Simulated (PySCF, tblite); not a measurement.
# BF2GeH2 radical: geometry, infrared bands and EPR parameters

Wanted: the infrared bands and EPR parameters of BF2GeH2 radical (`F[B](F)[GeH2]`), by calculation.

The runs use tblite 0.8.0 and PySCF 2.14.0, with density-fitted response routines of our own; the level of theory stands in each step. All values are computed, except where a source is named. Atoms count from 0, in the outputs and in this text.

## (1) The starting structure

6 atoms, charge 0, multiplicity 2; geometry from: force field or distance geometry start.

Bonds of the start (Å): F0–B1 1.44, B1–F2 1.43, B1–Ge3 2.02, Ge3–H4 1.55, Ge3–H5 1.54.

## (2) Relaxing the molecule with GFN2-xTB

The job: settings as JSON, then the geometry in Å.

```
{"job": {"kind": "relax", "xc": "GFN2-xTB", "basis": "xTB"}, "charge": 0, "multiplicity": 2}
F     -1.740600    -1.243300     0.304100
B     -0.973300    -0.045800     0.050800
F     -1.597000     1.135700    -0.449700
Ge     1.014500    -0.043700     0.423100
H      1.699400    -1.139000    -0.429000
H      1.600100     1.338200     0.079200
```

Command:

```
OMP_NUM_THREADS=1 python probes_run.py task.json out
```

The driver reads the jobs from task.json and runs them one after another.

**Question.** This job is followed by: GFN2-xTB harmonic vibrations, gas phase; UKS B3LYP, def2-TZVP-core on Ge, pcH-1 on B F H, non-relativistic, mean-field spin-orbit, GIAO. What will the session give for the following? strongest single infrared mode (GFN2-xTB); zero-point energy (GFN2-xTB); g(iso) (B3LYP); ⟨S²⟩; largest a(iso) (averaged by class); surface potential, 1st and 99th percentile.

As calculated:

| quantity | value |
| --- | --- |
| strongest single infrared mode (GFN2-xTB) | 1929 cm⁻¹, 685 km/mol |
| zero-point energy (GFN2-xTB) | 13.5 kcal/mol |
| g(iso) (B3LYP) | 2.01665 |
| ⟨S²⟩ | 0.753 (exact 0.75) |
| largest a(iso) (averaged by class) | 73Ge on Ge3, -170.3 MHz |
| surface potential, 1st and 99th percentile | -0.65 V and 1.69 V |

**Reading.** The optimisation took 46 steps and gained 0.598 eV; among the close pairs (by a distance rule), F0–B1 changed most, from 1.445 to 1.319 Å. All 12 modes are real, so the xTB geometry is a minimum. The strongest single mode, at 1929 cm⁻¹, moves mainly H4 and H5. GFN2-xTB is a fitted tight-binding method: band positions and strengths are rough. Its intensities can rank the bands wrongly. Most of the unpaired spin sits on Ge3 (0.88 e). The isotropic g lies 14.3 ppt above the free-electron value. The hyperfine terms hold no scalar relativity, which the heavier nuclei need.
